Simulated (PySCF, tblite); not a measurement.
# C7H9BSi: geometry, infrared bands and NMR shifts

What infrared bands and NMR shifts should C7H9BSi (`C#C/C=C\C#CB(C)[SiH3]`) show?

The runs use tblite 0.8.0 and PySCF 2.14.0, with density-fitted response routines of our own; the level of theory stands in each step. All values are computed, except where a source is named. Atoms count from 0, in the outputs and in this text.

**1. The starting structure**

18 atoms, charge 0, multiplicity 1; geometry from: force field or distance geometry start.

Bonds of the start (Å): C0–C1 1.22, C1–C2 1.42, C2–C3 1.34, C3–C4 1.45, C4–C5 1.21, C5–B6 1.55, B6–C7 1.60, B6–Si8 1.95, C0–H9 1.07, C2–H10 1.09, C3–H11 1.07, C7–H12 1.10, C7–H13 1.12, C7–H14 1.11, Si8–H15 1.47, Si8–H16 1.46, Si8–H17 1.47.

**2. Geometry optimisation with GFN2-xTB**

What the job is given:

```
{"job": {"kind": "relax", "xc": "GFN2-xTB", "basis": "xTB"}, "charge": 0, "multiplicity": 1}
C      3.579100    -1.351700     0.491500
C      3.320300    -0.505100    -0.348700
C      3.057300     0.477700    -1.338000
C      1.810000     0.870500    -1.627200
C      0.691700     0.289200    -0.909500
C     -0.264200    -0.184900    -0.337700
B     -1.492200    -0.779500     0.390800
C     -1.464500    -0.827800     1.993000
Si    -3.211800    -0.392300    -0.451400
H      3.799900    -2.094500     1.230000
H      3.916100     0.898000    -1.861500
H      1.696100     1.613600    -2.389100
H     -1.333800    -1.882100     2.266200
H     -2.437200    -0.406400     2.367800
H     -0.684200    -0.165700     2.413000
H     -3.084900     0.641800    -1.493900
H     -3.821100    -1.590800    -1.020100
H     -4.085300     0.131500     0.613100
```

Launch:

```bash
OMP_NUM_THREADS=1 python probes_run.py task.json out
```

The driver reads the jobs from task.json and runs them one after another.

**Question.** This job is followed by: GFN2-xTB harmonic vibrations, gas phase; GIAO PBE0/pcSseg-1 NMR shielding, non-relativistic, gas phase. What will the session give for the following? strongest single infrared mode (GFN2-xTB); zero-point energy (GFN2-xTB); 13C shifts against TMS (PBE0/pcSseg-1); 1H shifts against TMS (PBE0/pcSseg-1, means over atoms taken as alike); 11B shifts against BF3·OEt2 (PBE0/pcSseg-1); 29Si shifts against TMS (PBE0/pcSseg-1).

As calculated:

| quantity | value |
| --- | --- |
| strongest single infrared mode (GFN2-xTB) | 2184 cm⁻¹, 474 km/mol |
| zero-point energy (GFN2-xTB) | 77.2 kcal/mol |
| 13C shifts against TMS (PBE0/pcSseg-1) | 165.6, 128.1, 123.9, 118.0, 99.9, 85.3, 23.9 ppm |
| 1H shifts against TMS (PBE0/pcSseg-1, means over atoms taken as alike) | 6.63, 5.76, 3.62, 3.31, 1.56 ppm |
| 11B shifts against BF3·OEt2 (PBE0/pcSseg-1) | 87.1 ppm |
| 29Si shifts against TMS (PBE0/pcSseg-1) | -109.2 ppm |

**Reading.** Relaxing lowered the energy by 0.552 eV in 186 steps; the close pair that moved most is C5–B6, from 1.547 to 1.487 Å. The lowest mode is imaginary (26i cm⁻¹), so the xTB geometry is not a minimum. The strongest single mode, at 2184 cm⁻¹, moves mainly H17. GFN2-xTB is a fitted tight-binding method: band positions and strengths are rough. Its intensities can rank the bands wrongly. At PBE0/pcSseg-1: The largest span, 296 ppm, is at C1, where the paramagnetic term is -153 ppm.
